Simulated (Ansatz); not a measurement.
# C2H10N2Si: a ladder of functionals and wavefunction methods

The task here is to estimate one member of a computed series from the others.

The runs use Ansatz 0.2.0, Gaussian basis; functionals in def2-TZVPP, the program's frozen cores in correlated methods.

The runs, in order: PBE-D4, r2SCAN-D4, PBE0-D4, B3LYP-D4, ωB97X-V, ωB97M-V, B2PLYP; CCSD(T)/def2-TZVPP; MP2/def2-QZVPP; extrapolation to the limit.

**Structure used throughout**

The geometry comes from an earlier relaxation with PBE0-D4 in a triple-zeta def2 set; it is a stationary point, not always the lowest conformer.

SMILES `C[SiH](N)CN`, 15 atoms, charge 0, spin multiplicity 1.

Atoms are counted from 1 here; the program's logs count them from 0.

Bond lengths: C1–Si2 1.863 Å, C1–H6 1.093 Å, C1–H7 1.092 Å, C1–H8 1.093 Å, Si2–N3 1.732 Å, Si2–C4 1.879 Å, Si2–H9 1.498 Å, N3–H10 1.008 Å, N3–H11 1.008 Å, C4–N5 1.458 Å, C4–H12 1.104 Å, C4–H13 1.097 Å, N5–H14 1.013 Å, N5–H15 1.012 Å. Angles: Si2–C1–H6 110.4°, Si2–C1–H7 110.1°, Si2–C1–H8 111.7°, H6–C1–H7 108.0°, H6–C1–H8 107.7°, H7–C1–H8 108.8°, C1–Si2–N3 107.5°, C1–Si2–C4 112.2°, C1–Si2–H9 109.7°, N3–Si2–C4 106.7°, N3–Si2–H9 113.6°, C4–Si2–H9 107.1°, Si2–N3–H10 119.6°, Si2–N3–H11 118.7°, H10–N3–H11 110.0°, Si2–C4–N5 109.7°, Si2–C4–H12 109.0°, Si2–C4–H13 107.7° and more.

The first run:

The input, in.yaml:

```yaml
crystal:
  periodic: [false, false, false]
  atoms:
    - {symbol: C, position_ang: [-1.896541, 0.240028, 0.092875]}
    - {symbol: Si, position_ang: [-0.319241, -0.591263, -0.446627]}
    - {symbol: N, position_ang: [0.211913, -1.598669, 0.858079]}
    - {symbol: C, position_ang: [1.058094, 0.644513, -0.771451]}
    - {symbol: N, position_ang: [1.335731, 1.401100, 0.443380]}
    - {symbol: H, position_ang: [-2.288916, 0.869644, -0.709443]}
    - {symbol: H, position_ang: [-1.707625, 0.876314, 0.960200]}
    - {symbol: H, position_ang: [-2.669295, -0.488482, 0.351721]}
    - {symbol: H, position_ang: [-0.552567, -1.336981, -1.725069]}
    - {symbol: H, position_ang: [0.986678, -2.228535, 0.717867]}
    - {symbol: H, position_ang: [-0.480429, -2.030963, 1.449163]}
    - {symbol: H, position_ang: [1.928160, 0.111239, -1.192272]}
    - {symbol: H, position_ang: [0.715205, 1.327282, -1.558315]}
    - {symbol: H, position_ang: [1.501404, 0.769018, 1.217083]}
    - {symbol: H, position_ang: [2.155632, 1.985156, 0.342108]}
basis:
  gaussian: {orbitals: def2-TZVPP}
hamiltonian: {xc: pbe, dispersion: d4}
output: {forces: true, orbitals: {seedname: orbitals}}
```

Run with:

```console
$ ansatz run in.yaml --threads 4 --pin off --events-out ev --progress --plain --max-ram 10444MiB
```

Among the steps run: PBE-D4 (GGA); r2SCAN-D4 (meta-GGA); PBE0-D4 (hybrid); B3LYP-D4 (hybrid); ωB97X-V (range-separated); ωB97M-V (range-separated); B2PLYP (double hybrid); CCSD(T) in def2-TZVPP; MP2 in def2-QZVPP.

One of the session's tables, all rows but one given; the rest of the session is left out.

| method | atomisation energy (eV) |
| --- | --- |
| PBE-D4 | 56.769 |
| r2SCAN-D4 | 55.800 |
| PBE0-D4 | 55.968 |
| B3LYP-D4 | 56.184 |
| ωB97X-V | 56.238 |
| ωB97M-V | 56.245 |
| B2PLYP | 55.401 |
| HF/def2-TZVPP | 40.230 |
| MP2/def2-TZVPP | 54.797 |
| CCSD/def2-TZVPP | ? |
| CCSD(T)/def2-TZVPP | 54.445 |
| MP2/CBS | 56.356 |
| CCSD(T)/CBS | 56.004 |

**Question.** Estimate the row for CCSD/def2-TZVPP.

**Answer.** atomisation energy (eV): 53.750. In the column «atomisation energy (eV)» it lies between HF/def2-TZVPP (40.230) and CCSD(T)/def2-TZVPP (54.445).

Caveats from the session: Free atoms (2 C, 1 Si, 2 N, 10 H) were run apart at each level; the atomisation energy is their sum less the molecule, without zero-point or spin-orbit terms.
